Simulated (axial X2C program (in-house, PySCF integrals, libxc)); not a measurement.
**A two-component session on MoN: properties at the nuclei**

Wanted for MoN: properties at the nuclei, at the two-component level.

Computed with an in-house X2C program for linear molecules on PySCF integrals. Level: two-component X2C with atomic mean-field terms, Mo dyall-acv3z, N dyall-av3z.

All values are calculated.

**1. The job**

Contents of task.json:

```json
{"zs": [42, 7], "q": 0, "bas": ["dyall-acv3z", "dyall-av3z"], "r0": 1.81, "levels": ["PBE0", "HF", "B3LYP"], "nst": 1, "ff": 1, "thr": -3.5, "nmax": 130, "opt": {"ecut": 60}}
```

Keys: zs atomic numbers; q charge; bas basis sets; r0 starting distance in Å; levels methods (HF also brings MP2); nst determinants followed; ff finite-field run; thr threshold in hartree for freezing inner shells (an s shell follows its p shell); nmax most natural virtual spinors; ecut virtual cutoff in hartree.

On the command line:

```sh
$ python soeom.py task.json out
```

Further steps of the session: Expectation values, lowest determinant; Finite-field coupled cluster.

Q: Predict the outcome of this session. Wanted: lowest determinant; Eeff magnitude; Ws magnitude Mo; A∥/gI Mo; qzz Mo (for each run or level that gives them).

The runs gave:

| quantity | value |
| --- | --- |
| lowest determinant | Ω = 3/2 (excess of +ω over −ω: ω = 1/2, ω = -3/2, ω = 5/2) |
| Eeff magnitude (GV/cm), PBE0 | 3.25 |
| Ws magnitude Mo (kHz), PBE0 | 1.04 |
| A∥/gI Mo (MHz), PBE0 | 1280 |
| qzz Mo (a.u.), PBE0 | -0.10 |
| Eeff magnitude (GV/cm), CCSD(T) | 3.31 |
| Ws magnitude Mo (kHz), CCSD(T) | 1.05 |
| A∥/gI Mo (MHz), CCSD(T) | 1230 |
| qzz Mo (a.u.), CCSD(T) | -0.06 |

What this shows: In the first state, the effective field runs from 3.13 to 6.44 GV/cm over the mean-field levels, so the levels don't agree on it. The expectation values come from single determinants, which for open shells can mix terms of unlike spin or miss the lowest Ω, so a determinant need not be a state. Eeff is the effective electric field on the electron dipole moment in this Ω state and Ws the scalar–pseudoscalar constant (defined with the proton number Z and per Ω); A∥ is the parallel hyperfine constant, which follows by multiplying with the nuclear g factor gI = μI/(I μN); qzz is the electric field gradient, eQq0 = 234.96 MHz × Q/barn × qzz; μ is positive if N is the positive end. The operators were transformed with the bare-nucleus X2C matrices. Correlation of the inner shells is missing, which matters for properties at the nucleus.
